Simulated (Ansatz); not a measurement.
HfIn4SiO6:

```
CELL_PARAMETERS angstrom
3.23023 -5.57768 -0.02470
3.23023 5.57768 -0.02470
-1.49068 0.00000 6.32030
ATOMIC_POSITIONS crystal
Hf 0.10178 0.10178 0.00912
In 0.79222 0.48204 0.00818
In 0.48204 0.79222 0.00818
In 0.54472 0.21983 0.48398
In 0.21983 0.54472 0.48398
Si 0.85433 0.85433 0.44523
O 0.83500 0.58822 0.38104
O 0.58822 0.83500 0.38104
O 0.02899 0.02899 0.29500
O 0.97920 0.97920 0.69555
O 0.42852 0.14514 0.07435
O 0.14514 0.42852 0.07435
```

The cell was built by a generator and needn't be a form met in nature.

* Program: Ansatz 0.2.0
* Task: relaxation of cell and atoms
* Functional: r2SCAN
* Dispersion: rVV10
* Potentials or basis: Ansatz PAW
* Cutoff: 500 eV (not typed: the program's choice for these potentials)
* k mesh: 4 × 4 × 3
* Occupations: fermi-dirac, width 0.05 eV
* Spin: no spin polarisation

At the start: volume 18.94 Å³/atom.

**Question.** How do energy, volume and symmetry change on relaxing?

**Answer.** It ends after 12 steps and the volume is 17.03 Å³/atom (-10.1 %); space group Cm (No. 8, to 0.05 Å).

The path:
```tsv
step	energy change (eV)	largest force (eV/Å)	volume (Å³)
1	0.0000	0.2519	227.34
2	-0.1405	0.8822	205.65
3	-0.2459	0.4979	210.77
4	-0.2981	0.4314	207.54
5	-0.3273	0.5375	203.29
6	-0.3437	0.2285	204.35
7	-0.3540	0.0926	204.46
8	-0.3561	0.0730	204.32
9	-0.3571	0.0316	204.33
10	-0.3572	0.0131	204.36
11	-0.3572	0.0096	204.33
12	-0.3495	0.0098	204.33
```

Final structure:
```yaml
crystal:
  lattice:
    - [2.93403, -5.47346, -0.09663]
    - [2.93403, 5.47346, -0.09663]
    - [-1.49403, 0.00000, 6.41099]
  atoms:
    - { symbol: Hf, position: [0.07694, 0.07694, 0.00427] }
    - { symbol: In, position: [0.78757, 0.47389, 0.00503] }
    - { symbol: In, position: [0.47389, 0.78757, 0.00503] }
    - { symbol: In, position: [0.55432, 0.21780, 0.49733] }
    - { symbol: In, position: [0.21780, 0.55432, 0.49733] }
    - { symbol: Si, position: [0.86589, 0.86589, 0.44294] }
    - { symbol: O, position: [0.83252, 0.58513, 0.36883] }
    - { symbol: O, position: [0.58513, 0.83252, 0.36883] }
    - { symbol: O, position: [0.07721, 0.07721, 0.32219] }
    - { symbol: O, position: [0.98071, 0.98071, 0.69338] }
    - { symbol: O, position: [0.42349, 0.12452, 0.06742] }
    - { symbol: O, position: [0.12452, 0.42349, 0.06742] }
```

Caveat: the plane-wave basis is chosen anew once the cell has moved, so the energies of steps on either side of that aren't comparable; the PAW data sets come from PBE, with cores solved anew for the run's functional, which leaves a small shift of forces and pressure.
